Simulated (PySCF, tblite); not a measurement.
# C₃H₉F₃SSi₂: geometry, infrared bands and NMR shifts

Wanted: the infrared bands and NMR shifts of C₃H₉F₃SSi₂ (`CC[Si@@H](S[SiH3])C(F)(F)F`), by calculation.

The runs use tblite 0.8.0 and PySCF 2.14.0, with density-fitted response routines of our own; the level of theory stands in each step. All values are computed, except where a source is named. Atoms are numbered from 0 throughout.

### Step 1. The molecule as given

18 atoms, charge 0, multiplicity 1; geometry from: force field or distance geometry start.

Bonds of the start (Å): C0–C1 1.50, C1–Si2 1.87, Si2–S3 2.16, S3–Si4 2.15, Si2–C5 1.85, C5–F6 1.37, C5–F7 1.41, C5–F8 1.39, C0–H9 1.13, C0–H10 1.12, C0–H11 1.10, C1–H12 1.12, C1–H13 1.09, Si2–H14 1.47, Si4–H15 1.47, Si4–H16 1.46, Si4–H17 1.46.

### Step 2. Relaxing the molecule with GFN2-xTB

The job: settings as JSON, then the geometry in Å.

```
{"job": {"kind": "relax", "xc": "GFN2-xTB", "basis": "xTB"}, "charge": 0, "multiplicity": 1}
C     -2.764800    -0.418900    -0.162400
C     -1.574100    -0.361200    -1.067500
Si     0.002900     0.146100    -0.196800
S      1.589400    -0.575100    -1.468500
Si     3.191500    -1.216200    -0.181600
C      0.223500     1.981300    -0.095000
F     -0.909300     2.712000    -0.315300
F      0.771800     2.344900     1.147100
F      1.180600     2.375400    -1.026400
H     -3.537500     0.312700    -0.531400
H     -3.255100    -1.421800    -0.289600
H     -2.523800    -0.236400     0.893700
H     -1.407700    -1.412900    -1.404500
H     -1.765800     0.237200    -1.963400
H      0.089200    -0.444900     1.148800
H      4.320400    -1.545000    -1.063900
H      2.845900    -2.383000     0.616000
H      3.514100    -0.087900     0.684200
```

Started as:

```
> OMP_NUM_THREADS=1 python probes_run.py task.json out
```

This one command runs all jobs of the session in turn.

**Question.** This job is followed by: GFN2-xTB harmonic vibrations, gas phase; GIAO PBE0/pcSseg-1 NMR shielding, non-relativistic, gas phase. Predict these results of the whole session: strongest single infrared mode (GFN2-xTB); zero-point energy (GFN2-xTB); 13C shifts against TMS (PBE0/pcSseg-1); 1H shifts against TMS (PBE0/pcSseg-1, means over atoms taken as alike); 29Si shifts against TMS (PBE0/pcSseg-1); 33S shifts against CS2 (PBE0/pcSseg-1); 19F shifts against CFCl3 (PBE0/pcSseg-1, means over atoms taken as alike); surface potential, 1st and 99th percentile.

The runs gave:

```
                                                                 quantity                             value
                                strongest single infrared mode (GFN2-xTB)              769 cm⁻¹, 440 km/mol
                                             zero-point energy (GFN2-xTB)                     71.2 kcal/mol
                                   13C shifts against TMS (PBE0/pcSseg-1)              139.6, 11.0, 9.8 ppm
   1H shifts against TMS (PBE0/pcSseg-1, means over atoms taken as alike)  4.90, 4.77, 1.39, 1.24, 1.14 ppm
                                  29Si shifts against TMS (PBE0/pcSseg-1)                   -7.4, -53.8 ppm
                                   33S shifts against CS2 (PBE0/pcSseg-1)                          -332 ppm
19F shifts against CFCl3 (PBE0/pcSseg-1, means over atoms taken as alike)                         -74.8 ppm
                                    surface potential, 1st and 99th percentile                -0.76 V and 1.48 V
```

What this shows: The optimisation took 184 steps and gained 0.728 eV; among the close pairs (by a distance rule), Si2–C5 changed most, from 1.851 to 1.952 Å. No mode is imaginary among the 48: a minimum at this level. The strongest single mode, at 769 cm⁻¹, is carried by H15, H17, H16. Unscaled tight-binding wavenumbers are off by several per cent, some by more. Its intensities can rank the bands wrongly. At PBE0/pcSseg-1: The widest tensor belongs to F6, F7, F8: span 177 ppm, with a paramagnetic part of -230 ppm. At PBE0/pcSseg-1, counted by nearest atom on the grid, the HOMO lies on S3 77 %, the LUMO on Si4 20 %; S3 18 %.
